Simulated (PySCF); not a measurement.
# AlPb: bond curves at several levels of theory

One table from this session's results is given with a row withheld; the runs are named, their logs left out.

The runs use PySCF 2.14.0; Al def2-SVPD, Pb def2-SVPD with ECP60, scalar-relativistic core potentials.

Set-up of the first run:

The job is set up so:

```yaml
atoms: Al, Pb
charge: 0
basis: Al def2-SVPD, Pb def2-SVPD with ECP60
Hamiltonian: scalar-relativistic core potentials
basis_functions: 56
electrons_treated: 35
masses_in_u: 26.9815, 207.9766
levels: PBE0, PBE, r²SCAN, revPBE, B2PLYP, B97-3, HF, MP2, SCS-MP2, CCSD, CCSD(T)
grid: 80 radial by 434 angular points
occupations: held fixed by the projection of orbital angular momentum
dissociation_limit: Al + Pb, each in its ground configuration
starting_distance_in_angstrom: 2.590
values_of_2S_to_try: 1, 3
```

Command:

```
> OMP_NUM_THREADS=1 python dia.py task.json out
```

Steps of the session up to this table: Input; The PBE0 curve of the state that the search chose; Excited determinants; PBE; r²SCAN; revPBE (GGA); B2PLYP; B97-3; UHF; MP2 and coupled cluster.

One table of the session follows, with a row left open; its other results are not shown here.

Energy (eV) from each level's lowest point:

```
R (Å)    UHF  UHF-MP2  UHF-SCS-MP2  UHF-CCSD  UHF-CCSD(T)
2.341  0.771    0.615        0.626       n/a          n/a
2.450  0.383    0.268        0.275     0.315        0.310
2.559  0.154    0.081        0.086     0.108        0.105
2.640  0.059    0.017        0.019     0.030        0.028
2.722  0.011    0.000        0.000     0.000        0.000
2.804  0.000    0.019        0.017     0.007        0.008
2.913      ?        ?            ?         ?            ?
3.049  0.104    0.210        0.197     0.163        0.169
3.212  0.232    0.397        0.371     0.326        0.336
3.430  0.421    0.667        0.615       n/a          n/a
```

Estimate the missing values for R (Å) = 2.913.

Worked estimate for «UHF». A straight line through the neighbours (2.804, 0.000) and (3.049, 0.104) gives 0.000 + (0.104 − 0.000) × (2.913 − 2.804) / (3.049 − 2.804) = 0.046; a parabola fitted to 4 rows on both sides gives 0.032.

The run gave: UHF: 0.026; UHF-MP2: 0.085; UHF-SCS-MP2: 0.078; UHF-CCSD: 0.057; UHF-CCSD(T): 0.061. In «UHF» the line misses by +0.020 and the parabola by +0.006.

State 4 has its PBE0 minimum 0.92 eV higher. The other levels ran on the lowest alone.
